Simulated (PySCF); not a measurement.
# C4H6O5S: magnetic properties

Aim: compute the magnetic properties of C4H6O5S (`CC(=O)[C@@H]1O[C@@H]1S(=O)(=O)O`).

Computed with PySCF 2.14.0 and routines of our own; the level stands in each step. Atoms count from 0.

### Step 1. The starting structure

16 atoms, charge 0, multiplicity 1; geometry from: GFN2-xTB.

### Step 2. Magnetic properties: GIAO B97-2/pcSseg-1

Job settings and geometry (Å):

```
{"job": {"kind": "mag", "xc": "B97-2", "basis": "pcSseg-1", "isotopologues": 0}, "charge": 0, "multiplicity": 1}
C      1.345580     1.386941    -1.020955
C      0.730485     0.843953     0.217782
O      0.171312     1.498130     1.068765
C      0.927835    -0.649813     0.436672
O      0.685914    -1.533334    -0.616249
C     -0.224513    -1.545896     0.427882
S     -1.764336    -0.680942     0.014817
O     -2.806847    -1.609846    -0.232583
O     -1.427909     0.300451    -0.969422
O     -2.068361     0.031285     1.397445
H      0.733815     1.036132    -1.852579
H      1.342628     2.472818    -1.002900
H      2.351534     0.996280    -1.155993
H      1.780354    -0.893432     1.071624
H     -0.309350    -2.437284     1.033211
H     -1.475739     0.793500     1.530121
```

Method: GIAO B97-2/pcSseg-1 magnetisability, rotational g tensor and spin-rotation constants, non-relativistic, gas phase.

Run with:

```console
OMP_NUM_THREADS=1 python excited_run.py task.json out
```

The driver reads the jobs from task.json and runs them one after another.

Output:

```text
coarse grid: 15120 points
cycle   1  E = -929.4564767530  dE =  2.806e+00  |g| = 1.531e+00  |ddm| = 4.035e+00
cycle   2  E = -928.2434506795  dE =  1.213e+00  |g| = 2.983e+00  |ddm| = 3.609e+00
cycle   3  E = -929.8621746005  dE = -1.619e+00  |g| = 2.885e-01  |ddm| = 2.742e+00
cycle   4  E = -929.8750560085  dE = -1.288e-02  |g| = 1.547e-01  |ddm| = 3.183e-01
cycle   5  E = -929.8788343101  dE = -3.778e-03  |g| = 4.828e-02  |ddm| = 1.268e-01
cycle   6  E = -929.8792581456  dE = -4.238e-04  |g| = 1.548e-02  |ddm| = 4.371e-02
cycle   7  E = -929.8792990025  dE = -4.086e-05  |g| = 4.867e-03  |ddm| = 1.382e-02
cycle   8  E = -929.8793033780  dE = -4.376e-06  |g| = 9.875e-04  |ddm| = 4.100e-03
final grid: 144856 points
cycle   9  E = -929.9964967548  dE = -8.066e-05  |g| = 8.662e-03  |ddm| = 3.835e-02
cycle  10  E = -929.9964739159  dE =  2.284e-05  |g| = 1.416e-02  |ddm| = 1.592e-02
cycle  11  E = -929.9965081768  dE = -3.426e-05  |g| = 2.011e-03  |ddm| = 1.090e-02
cycle  12  E = -929.9965089038  dE = -7.270e-07  |g| = 6.193e-04  |ddm| = 1.813e-03
cycle  13  E = -929.9965089654  dE = -6.161e-08  |g| = 2.235e-04  |ddm| = 5.528e-04
cycle  14  E = -929.9965089748  dE = -9.393e-09  |g| = 5.239e-05  |ddm| = 2.048e-04
cycle  15  E = -929.9965089752  dE = -3.874e-10  |g| = 2.710e-05  |ddm| = 5.432e-05
converged SCF energy = -929.9965089752

Magnetisability tensor (1e-30 J/T^2)
    -1365.48       10.74     -102.67
       10.74    -1294.37       50.93
     -102.67       50.93    -1293.27
isotropic -1317.71   principal values   -1448.05  -1299.64  -1205.42
isotropic susceptibility -79.354 1e-6 cm^3/mol

Inertial axes            a          b          c
rot. const./GHz      2.0513     1.0919     0.9489
chi total           -80.127    -75.457    -82.478
chi diamagnetic    -680.159  -1179.960  -1324.560
chi paramagnetic    600.032   1104.504   1242.082
quadrupole/D A       -1.342     -2.118      3.461
g nuclear            0.5454     0.5469     0.5383
g electronic        -0.5782    -0.5665    -0.5537
g total             -0.0328    -0.0197    -0.0154

Spin-rotation constants (kHz, H = +C I.J)
atom  isotope        aa         bb         cc
 10     1H       -0.130     -0.113     -0.004
 11     1H       -0.155     -0.018     -0.092
 12     1H       -0.088     -0.042     -0.102
 13     1H       -0.113     -0.113     -0.030
 14     1H       -0.128     -0.089     -0.028
 15     1H        0.026     -0.060     -0.099
  0    13C*       0.304      0.209      0.140
  1    13C*       0.723      0.607      0.387
  2    17O*      -0.524     -0.975     -0.414
  3    13C*       0.549      0.169      0.151
  4    17O*      -0.137     -0.153     -0.092
  5    13C*       0.592      0.187      0.178
  6    33S*       0.698      0.484      0.381
  7    17O*      -0.467     -0.243     -0.213
  8    17O*      -0.465     -0.236     -0.246
  9    17O*      -0.541     -0.179     -0.183
* in the singly substituted isotopologue
```

Wall time 55 s (1 thread of Arm Neoverse V1, shared host); peak memory 0.95 GiB.

From this job:

```
              quantity                      value
       magnetisability           -1318·10⁻³⁰ J/T²
  molar susceptibility         -79.4·10⁻⁶ cm³/mol
rotational g (a, b, c)  -0.0328, -0.0197, -0.0154
```

The fields below are evaluated on a grid from the run's orbitals.

Frontier orbitals at B97-2/pcSseg-1, with the share of their density that lies nearest to each atom:

```
orbital  energy (eV)                                      lies on
   HOMO        -8.01  O2 50 %; O4 15 %; C0, C1, C3 about 8 % each
   LUMO        -1.70                             C1 46 %; O2 25 %
```

ELF in a plane through or near 4 of the atoms.

Ten even steps from ' ' (0.00) to '@' (1.00):
```
                                                        
                                                        
                                                        
                                                        
                            ....                        
          --##**::        ::==--..                      
        ==@@@@@@##--      ==****------::..  ....        
        ++@@@@@@%%==..    --****++--::==--::--::        
        ::##@@@@====++--....--++==++==..++==++==..      
          ::++==%%::##++::    ::++::..::++++++==..      
        ..##@@@@##++==::--..  ..##@@##==..::--..        
        ==@@@@@@@@++  ..----------++**::                
        --@@@@@@%%--  ::++##**++....####--              
          **@@@@--    ::++####**++##@@@@%%::            
                        ::++**==..==@@@@@@==            
                        ..--==--    ==##++              
                            ..                          
                                                        
                                                        
                                                        
```
The map spans 11.1 Å across and 9.0 Å up, centred on the molecule. Atoms in the plane (x, y in Å): C0 (-2.2, 0.3), C5 (1.2, -1.1), S6 (1.7, 0.6), H12 (-2.7, -0.7).

log10 of the density (e/Å³) in the same plane.

Ten even steps from '0' (-4.0) to '9' (2.1):
```
0000000000000000000000000000
0000000000000000000000000000
0000000000000000000000000000
0000000100000122222110000000
0000112222112333333322100000
0001233333223444444433220000
0011345554434556555554432100
0012356665544556666655442100
0012356676655556688665543200
0012346697665555677665543200
0012356666655555666554432100
0012346665555666666543321000
0011345554456676776543210000
0001234443456776666643210000
0000012222345665555543100000
0000000111234444444432100000
0000000000123333322221000000
0000000000011222111110000000
0000000000000000000000000000
0000000000000000000000000000
```
The map spans 11.1 Å across and 9.0 Å up, centred on the molecule. Atoms in the plane (x, y in Å): C0 (-2.2, 0.3), C5 (1.2, -1.1), S6 (1.7, 0.6), H12 (-2.7, -0.7).

On the surface of density 0.002 e/bohr³ the electrostatic potential runs, from the 1st to the 99th percentile, from -1.48 V near O7 to 1.81 V near H13.

### Step 3. Magnetic properties: GIAO B97-2/pcseg-1, grid 1

Settings changed since step 2:

```diff
@@ -1,2 +1,2 @@
-{"job": {"kind": "mag", "xc": "B97-2", "basis": "pcSseg-1", "isotopologues": 0}, "charge": 0, "multiplicity": 1}
+{"job": {"kind": "mag", "xc": "B97-2", "basis": "pcseg-1", "grid": 1}, "charge": 0, "multiplicity": 1}
 C      1.345580     1.386941    -1.020955
```

Method: GIAO B97-2/pcseg-1 magnetisability, rotational g tensor and spin-rotation constants, non-relativistic, gas phase.

Output:

```text
final grid: 67768 points
cycle   1  E = -929.5523504585  dE =  2.778e+00  |g| = 1.415e+00  |ddm| = 4.615e+00
cycle   2  E = -928.4462043974  dE =  1.106e+00  |g| = 2.800e+00  |ddm| = 3.800e+00
cycle   3  E = -929.9215409878  dE = -1.475e+00  |g| = 2.543e-01  |ddm| = 2.806e+00
cycle   4  E = -929.9315580766  dE = -1.002e-02  |g| = 1.403e-01  |ddm| = 3.262e-01
cycle   5  E = -929.9348734170  dE = -3.315e-03  |g| = 4.239e-02  |ddm| = 1.320e-01
cycle   6  E = -929.9352196480  dE = -3.462e-04  |g| = 1.297e-02  |ddm| = 4.379e-02
cycle   7  E = -929.9352498260  dE = -3.018e-05  |g| = 4.033e-03  |ddm| = 1.363e-02
cycle   8  E = -929.9352529544  dE = -3.128e-06  |g| = 8.169e-04  |ddm| = 3.835e-03
cycle   9  E = -929.9352530803  dE = -1.259e-07  |g| = 2.826e-04  |ddm| = 1.013e-03
cycle  10  E = -929.9352530960  dE = -1.569e-08  |g| = 1.051e-04  |ddm| = 3.360e-04
cycle  11  E = -929.9352530978  dE = -1.766e-09  |g| = 4.950e-05  |ddm| = 1.263e-04
cycle  12  E = -929.9352530982  dE = -4.679e-10  |g| = 1.067e-05  |ddm| = 5.516e-05
converged SCF energy = -929.9352530982

Magnetisability tensor (1e-30 J/T^2)
    -1376.87       10.98     -100.59
       10.98    -1307.70       50.58
     -100.59       50.58    -1306.34
isotropic -1330.30   principal values   -1458.26  -1312.63  -1220.02
isotropic susceptibility -80.113 1e-6 cm^3/mol

Inertial axes            a          b          c
rot. const./GHz      2.0513     1.0919     0.9489
chi total           -80.842    -76.298    -83.199
chi diamagnetic    -680.776  -1180.473  -1325.185
chi paramagnetic    599.934   1104.175   1241.986
quadrupole/D A       -1.287     -2.241      3.528
g nuclear            0.5454     0.5469     0.5383
g electronic        -0.5782    -0.5664    -0.5537
g total             -0.0328    -0.0195    -0.0154

Spin-rotation constants (kHz, H = +C I.J)
atom  isotope        aa         bb         cc
 10     1H       -0.131     -0.114     -0.004
 11     1H       -0.156     -0.018     -0.093
 12     1H       -0.089     -0.043     -0.102
 13     1H       -0.117     -0.116     -0.031
 14     1H       -0.132     -0.091     -0.030
 15     1H        0.026     -0.064     -0.102
  0    13C*       0.273      0.191      0.126
  1    13C*       0.692      0.602      0.371
  2    17O*      -0.494     -0.930     -0.393
  3    13C*       0.531      0.155      0.143
  4    17O*      -0.119     -0.146     -0.088
  5    13C*       0.573      0.174      0.168
  6    33S*       0.702      0.491      0.386
  7    17O*      -0.444     -0.228     -0.196
  8    17O*      -0.435     -0.221     -0.233
  9    17O*      -0.528     -0.169     -0.174
* in the singly substituted isotopologue
```

Run time: 26 s. Hardware: 1 thread of Arm Neoverse V1, shared host; peak memory 0.82 GiB.

In short:

```
              quantity                      value
       magnetisability           -1330·10⁻³⁰ J/T²
  molar susceptibility         -80.1·10⁻⁶ cm³/mol
rotational g (a, b, c)  -0.0328, -0.0195, -0.0154
```

### Step 4. The levels compared

```
                     level  ξ (10⁻³⁰ J/T²)     g(a)     g(b)  gap (eV)  functions  time
       GIAO B97-2/pcSseg-1           -1318  -0.0328  -0.0197      6.31        207  55 s
GIAO B97-2/pcseg-1, grid 1           -1330  -0.0328  -0.0195      6.33        174  26 s
```

### Step 5. Results

```
                                            quantity                      value
       magnetisability (step 2, GIAO B97-2/pcSseg-1)           -1318·10⁻³⁰ J/T²
  molar susceptibility (step 2, GIAO B97-2/pcSseg-1)         -79.4·10⁻⁶ cm³/mol
rotational g (a, b, c) (step 2, GIAO B97-2/pcSseg-1)  -0.0328, -0.0197, -0.0154
               surface potential, 1st and 99th percentile         -1.48 V and 1.81 V
                     magnetisability over the levels  -1330 to -1318·10⁻³⁰ J/T²
```

At B97-2/pcSseg-1, counted by nearest atom on the grid, the HOMO lies on O2 50 %; O4 15 %, the LUMO on C1 46 %; O2 25 %. The magnetisability spreads by 1.0 % over 2 levels, from GIAO B97-2/pcseg-1, grid 1 (26 s) to GIAO B97-2/pcSseg-1 (55 s); the runs took 26 s to 55 s. Two levels can agree by chance, so this spread shows no convergence. Vibrational averaging and real surroundings are missing from these values.
